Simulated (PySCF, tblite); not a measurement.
# C8H9 radical: geometry, infrared bands and EPR parameters

Wanted: the infrared bands and EPR parameters of C8H9 radical (`[H]/[C]=C\[C@@H]1C=C1C(=C)C`), by calculation.

The runs use tblite 0.8.0 and PySCF 2.14.0, with density-fitted response routines of our own; the level of theory stands in each step. All values are computed, except where a source is named. Atoms are numbered from 0 throughout.

### 1 The starting structure

17 atoms, charge 0, multiplicity 2; geometry from: force field or distance geometry start.

Bonds of the start (Å): C0–C1 1.31, C1–C2 1.44, C2–C3 1.47, C3–C4 1.31, C4–C5 1.39, C5–C6 1.34, C5–C7 1.49, C4–C2 1.44, C0–H8 1.06, C1–H9 1.10, C2–H10 1.08, C3–H11 1.05, C6–H12 1.08, C6–H13 1.08, C7–H14 1.10, C7–H15 1.11, C7–H16 1.09.

### 2 Optimising the geometry with GFN2-xTB

What the job is given:

```
{"job": {"kind": "relax", "xc": "GFN2-xTB", "basis": "xTB"}, "charge": 0, "multiplicity": 2}
C      3.267100     0.102700    -1.029600
C      2.201200     0.134400    -0.275400
C      0.969400    -0.437200    -0.751800
C     -0.006500     0.486700    -1.337100
C     -0.270300    -0.010200    -0.148700
C     -1.071900    -0.154300     0.980100
C     -0.706000    -0.954800     1.990600
C     -2.336800     0.641400     1.012700
H      4.124900     0.085700    -1.655100
H      2.269600     0.520100     0.749400
H      0.977000    -1.442800    -1.153400
H     -0.272700     1.091400    -2.149000
H      0.211300    -1.528500     1.982200
H     -1.324300    -1.069700     2.874500
H     -2.993100     0.363900     0.172100
H     -2.912000     0.469700     1.943400
H     -2.133800     1.713600     0.944900
```

Command:

```sh
$ OMP_NUM_THREADS=1 python probes_run.py task.json out
```

The driver reads the jobs from task.json and runs them one after another.

The log of the run:

```text
step      E/eV     max force
  0    -583.78701    3.508
  1    -583.94906    2.854
  2    -584.00733    1.460
  3    -584.04572    0.618
  4    -584.07180    0.625
  5    -584.09220    0.637
  6    -584.10674    0.510
  7    -584.12528    0.487
  8    -584.15025    0.488
  9    -584.16993    0.496
 10    -584.18431    0.366
 11    -584.19441    0.286
 12    -584.20311    0.386
 13    -584.21091    0.321
 14    -584.21800    0.303
 15    -584.22605    0.382
 16    -584.23643    0.414
 17    -584.24790    0.313
 18    -584.25539    0.206
 19    -584.25852    0.213
 20    -584.26361    0.203
 21    -584.26715    0.212
 22    -584.26959    0.109
 23    -584.27090    0.084
 24    -584.27203    0.111
 25    -584.27292    0.077
 26    -584.27362    0.067
 27    -584.27422    0.062
 28    -584.27484    0.083
 29    -584.27549    0.080
 30    -584.27614    0.069
 31    -584.27682    0.067
 32    -584.27753    0.058
 33    -584.27818    0.067
 34    -584.27873    0.057
 35    -584.27928    0.056
 36    -584.27997    0.071
 37    -584.28085    0.073
 38    -584.28179    0.073
 39    -584.28265    0.070
 40    -584.28348    0.094
 41    -584.28447    0.110
 42    -584.28587    0.139
 43    -584.28777    0.188
 44    -584.29010    0.194
 45    -584.29261    0.143
 46    -584.29506    0.144
 47    -584.29716    0.159
 48    -584.29832    0.255
 49    -584.30165    0.180
 50    -584.30423    0.129
 51    -584.30650    0.135
 52    -584.30886    0.143
 53    -584.31131    0.240
 54    -584.31382    0.156
 55    -584.31525    0.159
 56    -584.31624    0.072
 57    -584.31690    0.065
 58    -584.31778    0.092
 59    -584.31850    0.052
 60    -584.31916    0.059
 61    -584.31974    0.065
 62    -584.32042    0.060
 63    -584.32129    0.074
 64    -584.32205    0.081
 65    -584.32266    0.072
 66    -584.32316    0.058
 67    -584.32371    0.073
 68    -584.32429    0.058
 69    -584.32498    0.069
 70    -584.32588    0.089
 71    -584.32741    0.112
 72    -584.32966    0.161
 73    -584.33236    0.162
 74    -584.33449    0.172
 75    -584.33564    0.123
 76    -584.33666    0.090
 77    -584.33744    0.098
 78    -584.33860    0.062
 79    -584.33920    0.058
 80    -584.33992    0.071
 81    -584.34043    0.050
 82    -584.34087    0.046
 83    -584.34119    0.047
 84    -584.34146    0.053
 85    -584.34173    0.066
 86    -584.34205    0.081
 87    -584.34240    0.049
 88    -584.34269    0.043
 89    -584.34290    0.033
 90    -584.34302    0.033
 91    -584.34317    0.026
 92    -584.34331    0.023
 93    -584.34340    0.018
 94    -584.34345    0.017
 95    -584.34348    0.016
 96    -584.34351    0.015
 97    -584.34356    0.018
 98    -584.34360    0.016
 99    -584.34364    0.019
100    -584.34368    0.012
101    -584.34370    0.013
102    -584.34373    0.015
103    -584.34375    0.013
104    -584.34376    0.008
```

Wall time 1.8 s (1 thread of Intel Xeon at 2.50GHz, shared host).

The steps of the relaxation: (not every step is listed)

| step | energy from step 0 (eV) | largest force (eV/Å) |
| --- | --- | --- |
| 0 | 0.0000 | 3.5082 |
| 1 | -0.1621 | 2.8541 |
| 2 | -0.2203 | 1.4597 |
| 3 | -0.2587 | 0.6184 |
| 4 | -0.2848 | 0.6246 |
| 5 | -0.3052 | 0.6372 |
| 6 | -0.3197 | 0.5100 |
| 7 | -0.3383 | 0.4870 |
| 8 | -0.3632 | 0.4883 |
| 17 | -0.4609 | 0.3134 |
| 26 | -0.4866 | 0.0670 |
| 35 | -0.4923 | 0.0559 |
| 44 | -0.5031 | 0.1939 |
| 53 | -0.5243 | 0.2397 |
| 62 | -0.5334 | 0.0600 |
| 71 | -0.5404 | 0.1122 |
| 80 | -0.5529 | 0.0711 |
| 89 | -0.5559 | 0.0333 |
| 98 | -0.5566 | 0.0156 |
| 99 | -0.5566 | 0.0191 |
| 100 | -0.5567 | 0.0124 |
| 101 | -0.5567 | 0.0135 |
| 102 | -0.5567 | 0.0153 |
| 103 | -0.5567 | 0.0126 |
| 104 | -0.5567 | 0.0081 |

Distances of close pairs at the start and the end, largest changes first:

| bond | before (Å) | after (Å) | change (Å) |
| --- | --- | --- | --- |
| C1–C2 | 1.439 | 1.504 | +0.065 |
| C2–C4 | 1.443 | 1.506 | +0.063 |
| C4–C5 | 1.392 | 1.426 | +0.034 |
| C2–C3 | 1.466 | 1.499 | +0.033 |
| C7–H15 | 1.107 | 1.087 | -0.021 |
| C3–H11 | 1.047 | 1.062 | +0.015 |
| C0–C1 | 1.306 | 1.292 | -0.014 |
| C7–H14 | 1.102 | 1.089 | -0.013 |

The final coordinates are the input of the step that follows.

### 3 Harmonic vibrations with GFN2-xTB

What the job is given:

```
{"job": {"kind": "ir", "xc": "GFN2-xTB", "basis": "xTB"}, "charge": 0, "multiplicity": 2}
C      3.440838    -0.172445    -0.520039
C      2.267514     0.359257    -0.414578
C      0.978376    -0.223025    -0.926045
C     -0.129650     0.692205    -1.351537
C     -0.305227     0.088023    -0.202008
C     -1.059609    -0.173923     0.979670
C     -0.590663    -1.006868     1.911119
C     -2.373550     0.542627     1.095272
H      3.870335    -1.055646    -0.934552
H      2.131160     1.312784     0.085114
H      1.100752    -1.183806    -1.418624
H     -0.448282     1.364721    -2.109090
H      0.359946    -1.499050     1.794527
H     -1.141077    -1.214370     2.812603
H     -3.018187     0.278698     0.258109
H     -2.874045     0.282943     2.024188
H     -2.215629     1.619906     1.065637
```

The log of the run:

```text
mode    cm-1     km/mol
  1      50.5      0.17
  2      64.5      0.02
  3     110.6      0.20
  4     128.3      0.20
  5     179.9      0.74
  6     294.4      0.81
  7     314.7      1.26
  8     359.7      0.92
  9     408.4      1.84
 10     504.8      1.08
 11     540.0      0.20
 12     612.1      7.82
 13     654.6     14.78
 14     684.2      1.92
 15     713.5      3.60
 16     745.3     87.60
 17     885.4     25.13
 18     906.6      6.59
 19     925.9     14.73
 20     943.9      2.38
 21     975.4      4.18
 22     984.1      2.11
 23    1018.0      1.23
 24    1031.0     13.62
 25    1039.9      3.41
 26    1170.7      1.05
 27    1203.8      5.56
 28    1271.9     17.54
 29    1299.7     11.06
 30    1390.0      1.61
 31    1407.2      4.79
 32    1471.9      5.55
 33    1480.9      5.16
 34    1659.5      5.85
 35    1703.1      4.30
 36    1829.9      9.37
 37    2982.0     31.58
 38    2993.0     61.83
 39    3011.9     25.01
 40    3024.6     18.67
 41    3049.3     28.27
 42    3107.6      8.71
 43    3137.6     35.62
 44    3179.9     32.66
 45    3231.2      7.19
```

Wall time 2 s (1 thread of Intel Xeon at 2.50GHz, shared host).

Which atoms move in the most intense modes:

| cm⁻¹ | km/mol | atoms |
| --- | --- | --- |
| 745 | 87.6 | H8 58 %, C0 27 % |
| 885 | 25.1 | H13 40 %, H12 34 %, C6 24 % |
| 2982 | 31.6 | H10 82 %, H9 11 % |
| 2993 | 61.8 | H9 81 %, H10 11 % |
| 3012 | 25.0 | H16 50 %, H14 41 % |
| 3049 | 28.3 | H15 93 % |
| 3138 | 35.6 | H13 46 %, H12 44 % |
| 3180 | 32.7 | H8 91 % |

### 4 g tensor and hyperfine couplings: B3LYP/pcH-1

Same as in step 3 but for these lines:

```diff
@@ -1,2 +1,2 @@
-{"job": {"kind": "ir", "xc": "GFN2-xTB", "basis": "xTB"}, "charge": 0, "multiplicity": 2}
+{"job": {"kind": "epr", "basis": "pcH-1"}, "charge": 0, "multiplicity": 2}
 C      3.440838    -0.172445    -0.520039
```

Level: UKS B3LYP, pcH-1 on C H, non-relativistic, mean-field spin-orbit, GIAO.

The log of the run:

```text
UKS, coarse grid
  cycle   1  E = -310.02380519  |g| = 3.25e-01
  cycle   2  E = -310.02656566  |g| = 3.32e-01
  cycle   3  E = -310.08329627  |g| = 6.63e-02
  cycle   4  E = -310.08458987  |g| = 4.79e-02
  cycle   5  E = -310.08583139  |g| = 9.87e-03
  cycle   6  E = -310.08588638  |g| = 5.72e-03
  cycle   7  E = -310.08591400  |g| = 2.67e-03
  cycle   8  E = -310.08592295  |g| = 1.32e-03
  cycle   9  E = -310.08592672  |g| = 5.14e-04
UKS, final grid
  cycle   1  E = -310.08595385  |g| = 5.55e-04
  cycle   2  E = -310.08595376  |g| = 8.79e-04
  cycle   3  E = -310.08595414  |g| = 1.70e-04
  cycle   4  E = -310.08595418  |g| = 1.17e-04
  cycle   5  E = -310.08595422  |g| = 5.18e-05
  cycle   6  E = -310.08595422  |g| = 2.14e-05
E = -310.08595422 Eh   <S^2> = 0.7593 (exact 0.7500)
g shifts (ppm)      1          2          3
  rmc          -146       -146       -146
  gc             30          7        -50
  oz_so        -455         31        601
  total        -571       -109        404
hyperfine (MHz)  atom isotope    a_iso     a_fc   dipolar eigenvalues
    0   13C     327.98     327.98    -80.91    -58.46    139.37
    1   13C     -18.10     -18.10    -19.30      1.97     17.33
    2   13C     107.00     107.00     -6.68     -6.41     13.09
    3   13C      -5.56      -5.56     -1.90     -0.31      2.21
    4   13C      -4.26      -4.26     -1.92     -0.44      2.36
    5   13C      -1.45      -1.45     -0.36     -0.01      0.37
    6   13C       0.68       0.68     -0.44     -0.08      0.52
    7   13C       0.01       0.01     -0.10     -0.05      0.14
    8    1H      41.57      41.57    -32.03     -7.02     39.06
    9    1H     113.84     113.84     -6.43     -5.54     11.97
   10    1H      -3.73      -3.73     -5.20     -1.68      6.89
   11    1H      -2.44      -2.44     -1.15     -0.59      1.74
   12    1H      -0.26      -0.26     -0.99     -0.87      1.86
   13    1H      -0.12      -0.12     -0.49     -0.36      0.86
   14    1H      -0.06      -0.06     -0.31     -0.29      0.60
   15    1H      -0.01      -0.01     -0.24     -0.24      0.48
   16    1H      -0.10      -0.10     -0.37     -0.32      0.69
```

Wall time 3.3 min (1 thread of Intel Xeon at 2.50GHz, shared host); peak memory 0.97 GiB.

Principal g values 2.00175, 2.00221, 2.00272; g(iso) = 2.00223, against 2.00232 for a free electron.

Hyperfine couplings; where a row names several nuclei, a(iso) is their mean (it holds for fast rotation or exchange) and the dipolar term the largest among them:

| nuclei | isotope | a(iso) (MHz) | a(iso) (G, at g = 2.0023) | largest dipolar term (MHz) |
| --- | --- | --- | --- | --- |
| C0 | 13C | 328.0 | 117.0 | 139.4 |
| H9 | 1H | 113.8 | 40.6 | 12.0 |
| C2 | 13C | 107.0 | 38.2 | 13.1 |
| H8 | 1H | 41.6 | 14.8 | 39.1 |
| C1 | 13C | -18.1 | -6.5 | -19.3 |
| C3 | 13C | -5.6 | -2.0 | 2.2 |
| C4 | 13C | -4.3 | -1.5 | 2.4 |
| H10 | 1H | -3.7 | -1.3 | 6.9 |
| H11 | 1H | -2.4 | -0.9 | 1.7 |
| C5 | 13C | -1.4 | -0.5 | 0.4 |
| C6 | 13C | 0.7 | 0.2 | 0.5 |
| H12 | 1H | -0.3 | -0.1 | 1.9 |
| H13 | 1H | -0.1 | 0.0 | 0.9 |
| H14, H15, H16 | 1H | -0.1 | 0.0 | 0.7 |

Mulliken spin populations:

C0 1.04; C1 -0.16; C2 0.07; C3 0.00; C4 0.00; C5 0.00; C6 0.00; C7 0.00; H8 0.01; H9 0.05; H10 0.00; H11 0.00; H12 0.00; H13 0.00; H14 0.00; H15 0.00; H16 0.00

In first order the couplings over 0.8 MHz of 1H give 16 distinct lines over 57.7 G, if the averaged nuclei exchange fast.

Orbitals, density, ELF and potential are computed afterwards from the orbital file.

ELF in a plane through or near 10 of the atoms.

Ten even steps from '0' (0.00) to '9' (1.00):
```
0000000000000000000000000000
0000000000000000000000000000
0000000000000000000000000000
0000000000000000011000000000
0000000000001420279500000000
0000000000008995799930000000
0000111221007997899810000000
0001787553001673165000000000
0004998675200038840399810000
0002885676645463366999940000
0001466767867687495799820000
0000246658745446351253100000
0000134323576873026640000000
0000000001462451002320000000
0000000000279940000000000000
0000000000289970000000000000
0000000000189960000000000000
0000000000015510000000000000
0000000000000000000000000000
0000000000000000000000000000
```
The map spans 13.3 Å across and 10.6 Å up, centred on the molecule. Atoms in the plane (x, y in Å): C3 (-0.5, -1.6), C4 (0.1, -0.5), C5 (1.3, 0.3), C6 (1.2, 1.7), C7 (2.5, -0.4), H8 (-4.1, 0.9), H11 (-0.5, -2.7), H12 (0.2, 2.2), H13 (2.0, 2.3), H15 (3.4, 0.3).

On the surface of density 0.002 e/bohr³ the electrostatic potential runs, from the 1st to the 99th percentile, from -0.85 V near C0 to 1.03 V near H11.

The spin density lies nearest to C0 69 %; H8 12 %; C1 7 % (beta excess).

### 5 Results

| quantity | value |
| --- | --- |
| strongest single infrared mode (GFN2-xTB) | 745 cm⁻¹, 88 km/mol |
| zero-point energy (GFN2-xTB) | 83.9 kcal/mol |
| g(iso) (B3LYP) | 2.00223 |
| ⟨S²⟩ | 0.759 (exact 0.75) |
| largest a(iso) (averaged by class) | 13C on C0, 328.0 MHz |
| surface potential, 1st and 99th percentile | -0.85 V and 1.03 V |

What this shows: Relaxing lowered the energy by 0.557 eV in 104 steps; the close pair that moved most is C1–C2, from 1.439 to 1.504 Å. All 45 modes are real, so the xTB geometry is a minimum. The strongest single mode, at 745 cm⁻¹, moves mainly H8. Unscaled tight-binding wavenumbers are off by several per cent, some by more. Its intensities can rank the bands wrongly. Most of the unpaired spin sits on C0 (1.04 e). The isotropic g lies 0.1 ppt below the free-electron value.
